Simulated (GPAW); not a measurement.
Runs of GPAW 26.7.0 on PbF2 (Fluorocronite). Symmetry: Fm-3m, No. 225, cubic system. Conventional cell: a = 5.927 Å, b = 5.927 Å, c = 5.927 Å, α = 90.00°, β = 90.00°, γ = 90.00°. Pb (site symmetry m-3m) is surrounded by 8 F at 2.57 Å. F (site symmetry -43m) is surrounded by 4 Pb at 2.57 Å. 

```csv
level,cell,target pressure,gap on the mesh (eV),pressure (GPa),relaxed volume (Å³/atom)
PBEsol+D3(BJ),relaxed,-,4.21,0.0,(a)
PBEsol,relaxed,-,4.22,0.1,16.76
PBEsol+D3,relaxed,-,4.22,0.2,16.63
PBEsol+D4,relaxed,-,4.22,0.0,16.61
PBEsol,relaxed to 10 GPa,10 GPa,4.15,10.0,-
PBEsol,relaxed to 5 GPa,5 GPa,4.19,4.9,-
PBEsol+D3(BJ)+ATM,relaxed,-,4.21,0.0,16.53
PBEsol,relaxed to 20 GPa,20 GPa,(b),20.0,-
PBEsol,relaxed to 30 GPa,30 GPa,3.95,30.1,-
PBEsol,relaxed to 2 GPa,2 GPa,4.21,2.0,-
```

Alike in all rows: task relaxation of cell and atoms; potentials or basis PAW data sets generated in the run's folder for this functional, pw; no spin polarisation; k mesh 8 × 8 × 8; cutoff (eV) 800; smearing fermi-dirac 0.05 eV.

Problem. Fill in the values left out.

Solution. (a) 16.50; (b) 4.08.

Caveats: later steps reuse the first step's grids; spin-orbit coupling is left out, which as a rule narrows the gap of such compounds by several tenths of an eV; the volume moved by over 15 % at a fixed basis, so the end points are rough (some runs).

A k mesh can miss the band edges, and the runs leave out spin-orbit coupling on Pb.

Runs at the PBE level aren't shown here.
